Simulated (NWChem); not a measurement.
**C2H3F2Si (SMILES [H]/[C]=C\[SiH](F)F): UHF/3-21G**

Wanted: a geometry optimisation of C2H3F2Si. 

The calculation is run with NWChem 7.3.0.

## 1. The molecule

C2H3F2Si has 8 atoms, charge 0, and is taken as a doublet. As SMILES, `[H]/[C]=C\[SiH](F)F`. Geometry: relaxed at PBE0-D4/def2-TZVP. This is one conformer, not always the lowest. The run starts from this shape.

Bond lengths: C1–C2 1.305 Å, C2–Si3 1.846 Å, Si3–F4 1.588 Å, Si3–F5 1.588 Å, C1–H6 1.082 Å, C2–H7 1.091 Å, Si3–H8 1.473 Å. Angles: C1–C2–Si3 118.6°, C2–Si3–F4 110.3°, C2–Si3–F5 110.3°, F4–Si3–F5 106.1°, C1–C2–H7 120.9°, Si3–C2–H7 120.5°, C2–C1–H6 137.0°, C2–Si3–H8 112.0°, F4–Si3–H8 109.0°, F5–Si3–H8 108.9°.

## 2. A geometry optimisation at UHF/3-21G

File calc.xyz:

```xyz
8

C      0.855200     0.475100     1.494400
C      0.948700     0.119800     0.241900
Si    -0.602400    -0.240700    -0.691900
F     -0.572000    -1.723000    -1.260300
F     -0.719900     0.713400    -1.955600
H      0.063700     0.635800     2.215100
H      1.921500     0.036900    -0.245900
H     -1.802600    -0.074200     0.146400
```

File calc.nw:

```
start calc
memory total 2200 mb

geometry units angstroms
 load calc.xyz
end

basis spherical bse
 * library 3-21G
end

scf
 doublet
 uhf
 thresh 1e-07
 maxiter 80
 print low
end

driver
 maxiter 60
end

freq
 temp 2 298.15 500
end

task scf optimize
task scf frequencies
```

The run is started by

```console
$ nwchem calc.nw > calc.out
```

The program printed:

```text
[...]
  functions       =    55
[...]
  wavefunction    = UHF
[...]
         Total SCF energy =   -562.315787753175
[...]
@    0    -562.31578775  0.0D+00  0.02765  0.01017  0.00000  0.00000      4.2
[...]
         Total SCF energy =   -562.319176527785
[...]
@    1    -562.31917653 -3.4D-03  0.00257  0.00096  0.04219  0.09401      7.4
[...]
@    2    -562.31931842 -1.4D-04  0.00098  0.00032  0.01178  0.02659     11.5
[...]
         Total SCF energy =   -562.319324220778
[...]
@    3    -562.31932422 -5.8D-06  0.00015  0.00004  0.00224  0.00472     15.3
[...]
         Total SCF energy =   -562.319324354998
[...]
         Total SCF energy =   -562.319324366416
[...]
                         UHF ENERGY GRADIENTS
    atom               coordinates                        gradient
                 x          y          z           x          y          z
   1 C      -0.000092   4.624067  -0.276788    0.000006  -0.000009   0.000049
   2 C      -0.004304   2.484567   1.039043   -0.000002  -0.000054   0.000029
   3 Si      0.000164  -0.665088  -0.539716    0.000001  -0.000025  -0.000001
   4 F      -2.401950  -2.353815   0.315602    0.000012   0.000010  -0.000001
   5 F       2.404957  -2.348948   0.317728   -0.000010   0.000012  -0.000004
   6 H       0.005592   5.076756  -2.248503   -0.000001   0.000025  -0.000079
   7 H      -0.010177   2.586474   3.074446   -0.000004   0.000022   0.000004
   8 H       0.001420  -0.337629  -3.285398   -0.000002   0.000019   0.000003
[...]
@    4    -562.31932437 -1.5D-07  0.00008  0.00002  0.00040  0.00154     18.3
[...]
      Optimization converged
[...]
@    4    -562.31932437 -1.5D-07  0.00008  0.00002  0.00040  0.00154     18.3
[...]
         Total SCF energy =   -562.319324366415
      One electron energy =  -1214.132200251961
      Two electron energy =    433.383261797936
 Nuclear repulsion energy =    218.429614087609
                       Sz =      0.5000
                 Sz(Sz+1) =      0.7500
                      S^2 =      1.0098
[...]
 Zero-Point correction to Energy  =   29.498 kcal/mol  (  0.047009 au)
 Thermal correction to Energy     =   37.670 kcal/mol  (  0.060032 au)
 Thermal correction to Enthalpy   =   38.664 kcal/mol  (  0.061614 au)
 Total Entropy                    =   89.775 cal/mol-K
   - Translational                =   42.051 cal/mol-K (mol. weight =  92.9972)
   - Rotational                   =   27.954 cal/mol-K (symmetry #  =        1)
   - Vibrational                  =   19.769 cal/mol-K
 Cv (constant volume heat capacity) =   25.734 cal/mol-K
   - Translational                  =    2.979 cal/mol-K
   - Rotational                     =    2.979 cal/mol-K
   - Vibrational                    =   19.776 cal/mol-K
[...]
 Normal Eigenvalue ||           Projected Infra Red Intensities
  Mode   [cm**-1]  || [atomic units] [(debye/angs)**2] [(KM/mol)] [arbitrary]
 ------ ---------- || -------------- ----------------- ---------- -----------
    1       -0.000 ||    0.000849           0.020         0.828       0.166
    2        0.000 ||    0.000035           0.001         0.034       0.007
    3        0.000 ||    0.000774           0.018         0.755       0.152
    4        0.000 ||    0.000872           0.020         0.850       0.171
    5        0.000 ||    0.001058           0.024         1.031       0.207
    6        0.000 ||    0.000451           0.010         0.440       0.088
    7       66.663 ||    0.000067           0.002         0.065       0.013
    8      222.878 ||    0.005387           0.124         5.252       1.056
    9      235.558 ||    0.020295           0.468        19.784       3.978
   10      312.860 ||    0.030068           0.694        29.312       5.893
   11      426.029 ||    0.036706           0.847        35.783       7.194
   12      718.450 ||    0.005329           0.123         5.195       1.045
   13      763.832 ||    0.078366           1.808        76.395      15.359
   14      912.914 ||    0.091458           2.110        89.157      17.925
[...]
```

It took 27 s on 1 thread of Intel Xeon Platinum 8488C (Sapphire Rapids), shared host; peak memory 0.12 GiB.

Steps, from the record of the run:

```
step  energy from the first frame kept (eV)
   0                                 0.0000
   1                                -0.0922
   2                                -0.0961
   3                                -0.0962
   4                                -0.0962
```

After the run. Bond lengths: C1–C2 1.329 Å, C2–Si3 1.864 Å, Si3–F4 1.618 Å, Si3–F5 1.618 Å, C1–H6 1.071 Å, C2–H7 1.078 Å, Si3–H8 1.463 Å. Angles: C1–C2–Si3 121.8°, C2–Si3–F4 111.5°, C2–Si3–F5 111.6°, F4–Si3–F5 103.6°, C1–C2–H7 118.7°, Si3–C2–H7 119.5°, C2–C1–H6 134.5°, C2–Si3–H8 109.8°, F4–Si3–H8 110.1°, F5–Si3–H8 110.1°.

## 3. Summary of results

At UHF/3-21G:

```
                   quantity          value
    total energy at the end  -562.31932 Eh
                       ⟨S²⟩          1.010
 lowest harmonic wavenumber        67 cm⁻¹
highest harmonic wavenumber      3390 cm⁻¹
          zero-point energy   123.4 kJ/mol
```

What this shows: At the final geometry: Bond lengths: C1–C2 1.329 Å, C2–Si3 1.864 Å, Si3–F4 1.618 Å, Si3–F5 1.618 Å, C1–H6 1.071 Å, C2–H7 1.078 Å, Si3–H8 1.463 Å. Angles: C1–C2–Si3 121.8°, C2–Si3–F4 111.5°, C2–Si3–F5 111.6°, F4–Si3–F5 103.6°, C1–C2–H7 118.7°, Si3–C2–H7 119.5°, C2–C1–H6 134.5°, C2–Si3–H8 109.8°, F4–Si3–H8 110.1°, F5–Si3–H8 110.1°. ⟨S²⟩ is 1.01 where a pure doublet has 0.75: the reference is spin-contaminated. All 18 modes are real, so the shape is a minimum at this level. The optimisation took 5 steps and changed the energy by -0.096 eV.
